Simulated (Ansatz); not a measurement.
# Al: the cost of one run

Program: Ansatz 0.2.0. Level of theory: DFT r2SCAN, scalar-relativistic, plane waves, PAW. These are calculated values, not measurements.

**1. The system as given**

Symmetry: P6_3/mmc, No. 194, hexagonal system. The conventional cell has a = 2.812 Å, b = 2.812 Å, c = 4.867 Å, α = 90.00°, β = 90.00°, γ = 120.00°. Al (site symmetry -6m2) has 12 Al at 2.81 to 2.93 Å as nearest neighbours.

As a file:

```xyz
2
Lattice="2.8125 0.0000 0.0000 -1.4062 2.4357 0.0000 0.0000 0.0000 4.8669" Properties=species:S:1:pos:R:3 pbc="T T T"
Al    1.4062    0.8119    3.6501
Al    0.0000    1.6238    1.2167
```

It goes back to an entry of the Materials Project, which need not be the stable form.

The cell is taken as given, not relaxed at this level.

**2. Zero of energy**

Reference values: F = -1080.7244 eV; pressure -2.91 GPa; largest force 0.000 eV/Å; gap on the mesh none (metal). It was computed beforehand with the settings of the runs below.

**3. Next: an axial (c/a) deformation path**

At fixed volume and fractional coordinates, lengths along (0.000, 0.000, 1.000) are scaled against those across it; ρ is that ratio over its starting value.

**4. ρ = 0.850**

input.yaml reads:

```yaml
crystal:
  lattice:
    - [2.9690168435, 0.0, 0.0]
    - [-1.4845084217, 2.5712440107, 0.0]
    - [0.0, 0.0, 4.3671077923]
  atoms:
    - { symbol: Al, position: [0.6666666667, 0.3333333333, 0.75] }
    - { symbol: Al, position: [0.3333333333, 0.6666666667, 0.25] }
basis:
  ecutwfc: 500
kpoints:
  mp_grid: { grid: [24, 24, 12] }
hamiltonian:
  xc: r2scan
scf:
  occupations: { method: gaussian, width: 0.15 }
output:
  forces: true
  stress: true
  eigenvalues: true
```

Started as:

```bash
> ansatz run input.yaml --threads 1 --pin off --max-ram 2560MiB --backend cpu --events-out ev --progress --plain --runs-dir out
```

Q: Estimate wall time and peak memory on 1 thread of Intel Xeon at 2.50GHz (Skylake/Cascade Lake), shared host.

About 25 s, with a peak of 0.5 GiB.
